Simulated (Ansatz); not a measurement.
# Ge: response to strain

Ge is deformed so: equal xx and yy strain of -2 %. What stress and forces result, by LAPW, PAW and all-electron datasets made for the crystal?

Computed with Ansatz 0.2.0 (DFT LDA, scalar-relativistic, unless a step's input says otherwise).

### 1 The system as given

The structure is cubic, space group Fd-3m (No. 227). The conventional cell has a = 5.658 Å, b = 5.658 Å, c = 5.658 Å, α = 90.00°, β = 90.00°, γ = 90.00°. Ge (site symmetry -43m) has 4 Ge at 2.45 Å as nearest neighbours.

Coordinates:

```cif
data_structure
_symmetry_space_group_name_H-M 'P 1'
_symmetry_Int_Tables_number 1
_cell_length_a 4.0005
_cell_length_b 4.0005
_cell_length_c 4.0005
_cell_angle_alpha 60.000
_cell_angle_beta 60.000
_cell_angle_gamma 60.000
_cell_volume 45.27
loop_
_atom_site_label
_atom_site_type_symbol
_atom_site_fract_x
_atom_site_fract_y
_atom_site_fract_z
_atom_site_occupancy
Ge1 Ge 0.50000 0.50000 0.50000 1
Ge2 Ge 0.75000 0.75000 0.75000 1
```

Atoms are numbered in the order of the input: Ge1, Ge2.

### 2 After the deformation

Space group Fd-3m before, I4_1/amd after.

### 3 All-electron LAPW

Input file input.yaml:

```yaml
crystal:
  lattice:
    - [0.0, 2.7721946, 2.82877]
    - [2.7721946, 0.0, 2.82877]
    - [2.7721946, 2.7721946, 0.0]
  atoms:
    - { symbol: Ge, position: [0.5, 0.5, 0.5] }
    - { symbol: Ge, position: [0.75, 0.75, 0.75] }
kpoints:
  mp_grid: { grid: [10, 10, 10] }
  band_path:
    path:
      - [0.0, 0.0, 0.0]
      - [0.0, 0.5, 0.5]
      - [0.25, 0.75, 0.5]
      - [0.0, 0.5, 0.0]
      - [0.0, 0.0, 0.0]
      - [0.5, 0.5, 0.0]
      - [0.37005, 0.62995, 0.0]
      - [-0.37005, 0.37005, 0.0]
      - [0.0, 0.0, 0.0]
    npoints: 5
scf:
  occupations: { method: fermi_dirac, width: 0.05 }
hamiltonian:
  xc: lda
  pseudopotentials: { kind: all_electron, lapw: { basis_error: 0.00025 } }
output:
  forces: true
  stress: true
  eigenvalues: true
```

Started as:

```console
$ ansatz run input.yaml --threads 1 --pin off --max-ram 3072MiB --backend cpu --events-out ev --progress --plain --runs-dir out
```

Standard output, cut to the lines that bear on the results:

```text
LAPW: plane waves up to 9.998 Å⁻¹, error target 2.5e-4 eV per atom; small_component_spin mean_spin; Ge in spheres of 1.209 Å, 22 of its electrons in bands, Dirac shells []
[...]
Pseudopotentials: kind: all_electron
Pseudopotential: Ge, LAPW, valence charge 22, Koelling and Harmon's equation, gaussian nucleus
Functional definition: SPW92
[...]
Crystal: 2 atoms, lattice volume = 43.479 Å³
Basis set: ecut = 380.87329761747594 eV, 733 PW (Γ), FFT grids on a1−a2, a2, a3, exchange–correlation at level 2
Bands: 27, of which v1, the nominal top of the filled ones, is band 22 counted from 1 (21 counted from 0)
Symmetry: 16 space group operations
Space group: I41/amd (ITA 141), of the structure as read, at distance tolerance 3.5e-5 Å
k-points: 102 of 1000
[...]
SCF iter   1: F=—  HF=-114074.478536 eV  |F-HF|=—  |Δ(HF+E_count)|=         —  Δρ=3.09e-2  dr2=4.68e-1  ethr=1.06e-3  ⟨swp⟩=2.1  Hψ=16998  notcnv=0
[...]
the basis was enlarged: its passes take 252.4 KiB over the memory plan, 1 of 1 planned eigensolver slots
[...]
SCF iter   6: F=-114074.311827 eV  HF=-114074.311827 eV  |F-HF|=8.73e-10  |Δ(HF+E_count)|=   2.82e-7  Δρ=5.51e-6  dr2=8.13e-9  ethr=2.05e-9  ⟨swp⟩=2.3  Hψ=7693  notcnv=0
[...]
NSCF: frozen V_eff on 41 k-points
SCF converged after 6 iterations
Free energy (F): -114074.311827 eV
[...]
E sigma→0 (E₀):  -114074.311570 eV
Entropy (-TS):   -0.000514 eV (-0.257 meV/atom)
Fermi energy:    10.357208 eV
[...]
--- Forces (eV/Å), atoms counted from 1 ---
  atom   1  Ge    -0.00000000     0.00000000     0.00000000
  atom   2  Ge     0.00000000     0.00000000     0.00000000
[...]
--- Stress (GPa, compression-positive) ---
        2.151759       0.000000       0.000000
        0.000000       2.151759       0.000000
        0.000000       0.000000       0.561546
  P = ⅓ Tr σ = 1.6217 GPa (16.217 kbar)
--- Band table (eV; the first three rows and the last of 102) ---
[...]
```

Wall time 51 s (1 thread of Arm Neoverse V1, shared host); peak memory 0.57 GiB.

This run gives: pressure 1.62 GPa; gap 0.11 eV.

### 4 Frozen-core PAW

Input file input.yaml:

```yaml
crystal:
  lattice:
    - [0.0, 2.7721946, 2.82877]
    - [2.7721946, 0.0, 2.82877]
    - [2.7721946, 2.7721946, 0.0]
  atoms:
    - { symbol: Ge, position: [0.5, 0.5, 0.5] }
    - { symbol: Ge, position: [0.75, 0.75, 0.75] }
kpoints:
  mp_grid: { grid: [10, 10, 10] }
scf:
  occupations: { method: fermi_dirac, width: 0.05 }
hamiltonian:
  xc: lda
  pseudopotentials: { kind: paw }
output:
  forces: true
  stress: true
  eigenvalues: true
  efg: { contact_densities: true }
```

Started as:

```console
$ ansatz run input.yaml --threads 1 --pin off --max-ram 3072MiB --backend cpu --events-out ev --progress --plain --runs-dir out
```

Standard output, cut to the lines that bear on the results:

```text
[...]
Pseudopotentials: kind: paw
Pseudopotential: Ge, paw, valence charge 14, recommended cutoff 420 eV (normal)
[... 1 set-up line as earlier in the session ...]
[...]
Crystal: 2 atoms, lattice volume = 43.479 Å³
Basis set: ecut = 420 eV, 869 PW (Γ)
Bands: 18, of which v1, the nominal top of the filled ones, is band 14 counted from 1 (13 counted from 0)
[... 2 set-up lines as earlier in the session ...]
k-points: 102 of 1000
[...]
SCF iter   1: F=—  HF=-8431.431807 eV  |F-HF|=—  |Δ(HF+E_count)|=         —  Δρ=4.83e-3  dr2=3.94e-3  ethr=1.77e-3  ⟨swp⟩=6.0  Hψ=8768  notcnv=0
[...]
SCF iter   8: F=-8431.429572 eV  HF=-8431.429572 eV  |F-HF|=8.35e-9  |Δ(HF+E_count)|=   1.39e-7  Δρ=3.66e-6  dr2=3.73e-9  ethr=3.57e-10  ⟨swp⟩=4.0  Hψ=6511  notcnv=0
[...]
SCF converged after 8 iterations
Free energy (F): -8431.429572 eV
[...]
  atom   1  Ge     0.00000000    -0.00000000     0.00000000
  atom   2  Ge     0.00000000    -0.00000000     0.00000000
[...]
--- Stress (GPa, compression-positive) ---
        2.128169       0.000000       0.000000
        0.000000       2.128169       0.000000
        0.000000       0.000000       0.536966
  P = ⅓ Tr σ = 1.5978 GPa (15.978 kbar)
--- PAW observables at the nuclei: V_zz in 10²¹ V/m², potentials from the cell's mean, atoms counted from 1 ---
  atom   1  Ge V_zz =    -0.045084   η = 0.0000   by run symmetry: allowed
            electrostatic potential = -4322.006565 V   contact ρ = 209210.517132 e/Å³
  atom   2  Ge V_zz =    -0.045084   η = 0.0000   by run symmetry: allowed
            electrostatic potential = -4322.006565 V   contact ρ = 209210.517132 e/Å³
--- Band table (eV; the first three rows and the last of 102) ---
  k-point 0: bands = ["-16.1803", "-16.1803", "-16.1743", "-16.1402", "-16.1372", "-15.9104", "-15.9018", "-15.9018", "-15.8908", "-15.8856", "-4.3241", "8.6989", "8.8626", "8.8626", "8.9865", "11.3220", "11.3220", "11.4198"]
[...]
```

Run time: 5.4 s. Hardware: 1 thread of Arm Neoverse V1, shared host; peak memory 0.36 GiB.

Read from it: pressure 1.60 GPa; Vzz Ge1 -0.05 (η = 0.00) (10²¹ V/m²).

### 5 Datasets made for this crystal

Edit input.yaml of step 4 so:

```diff
@@ -14,3 +14,3 @@
   xc: lda
-  pseudopotentials: { kind: paw }
+  pseudopotentials: { kind: all_electron, datasets: crystal }
 output:
```

Started as:

```console
$ ansatz run input.yaml --threads 1 --pin off --max-ram 3072MiB --backend cpu --events-out ev --progress --plain --runs-dir out
```

Standard output, cut to the lines that bear on the results:

```text
[...]
[... 1 set-up line as earlier in the session ...]
Pseudopotential: Ge, paw, valence charge 14, recommended cutoff 160 eV (normal), Koelling and Harmon's equation, gaussian nucleus
[... 1 set-up line as earlier in the session ...]
[...]
Crystal: 2 atoms, lattice volume = 43.479 Å³
Basis set: ecut = 160 eV, 181 PW (Γ)
Bands: 8, of which v1, the nominal top of the filled ones, is band 4 counted from 1 (3 counted from 0)
[... 2 set-up lines as earlier in the session ...]
k-points: 102 of 1000
[...]
SCF iter   1: F=—  HF=-114074.521626 eV  |F-HF|=—  |Δ(HF+E_count)|=         —  Δρ=3.61e-2  dr2=5.61e-1  ethr=8.13e-3  ⟨swp⟩=3.0  Hψ=5842  notcnv=0
[...]
SCF iter   7: F=-114074.312077 eV  HF=-114074.312077 eV  |F-HF|=1.50e-9  |Δ(HF+E_count)|=   1.38e-8  Δρ=2.17e-6  dr2=7.74e-10  ethr=8.96e-10  ⟨swp⟩=3.0  Hψ=1647  notcnv=0
[...]
--- Forces (eV/Å), atoms counted from 1 ---
  atom   1  Ge     0.00000000     0.00000000     0.00000000
  atom   2  Ge     0.00000000     0.00000000     0.00000000
[...]
--- Stress (GPa, compression-positive) ---
        2.151315       0.000000       0.000000
        0.000000       2.151315       0.000000
        0.000000       0.000000       0.561092
  P = ⅓ Tr σ = 1.6212 GPa (16.212 kbar)
  It holds what live shells' own plane waves past their cutoff add
--- PAW observables at the nuclei: V_zz in 10²¹ V/m², potentials from the cell's mean, atoms counted from 1 ---
  atom   1  Ge V_zz =    -0.052765   η = 0.0000   by run symmetry: allowed
            electrostatic potential = -4318.532333 V   contact ρ = 209276.980614 e/Å³
  atom   2  Ge V_zz =    -0.052765   η = 0.0000   by run symmetry: allowed
            electrostatic potential = -4318.532333 V   contact ρ = 209276.980614 e/Å³
--- Band table (eV; the first three rows and the last of 102) ---
  k-point 0: bands = ["-2.8492", "10.1749", "10.3386", "10.3386", "10.4618", "12.7991", "12.7991"]
[...]
```

Wall time 6.3 s (1 thread of Arm Neoverse V1, shared host); peak memory 0.37 GiB.

This run gives: pressure 1.62 GPa; Vzz Ge1 -0.05 (η = 0.00) (10²¹ V/m²).

### 6 Side by side

Stress (GPa, compression positive):

| method | xx | yy | zz | yz | xz | xy |
| --- | --- | --- | --- | --- | --- | --- |
| LAPW | 2.15 | 2.15 | 0.56 | 0.00 | 0.00 | 0.00 |
| PAW | 2.13 | 2.13 | 0.54 | 0.00 | 0.00 | 0.00 |
| crystal datasets | 2.15 | 2.15 | 0.56 | 0.00 | 0.00 | 0.00 |

| method | pressure (GPa) | gap on the k mesh (eV) | Vzz Ge1 (10²¹ V/m²) | SCF cycles, all passes |
| --- | --- | --- | --- | --- |
| LAPW | 1.62 | 0.11 | – | 6 |
| PAW | 1.60 | – | -0.05 | 8 |
| crystal datasets | 1.62 | – | -0.05 | 7 |

### 7 Results

| quantity | value |
| --- | --- |
| pressure | LAPW 1.62, PAW 1.60, crystal datasets 1.62 GPa |
| largest shear or deviatoric stress (LAPW) | 1.06 GPa |

**Reading.** The largest part of the stress beyond the pressure is 1.06 GPa in size, in the zz component; the atoms are carried along and not relaxed. No run of the undeformed cell stands beside it, so the pressure holds what the given cell had before the change. PAW: stress within 0.02 GPa of LAPW. Crystal datasets: stress within 0.01 GPa of LAPW.
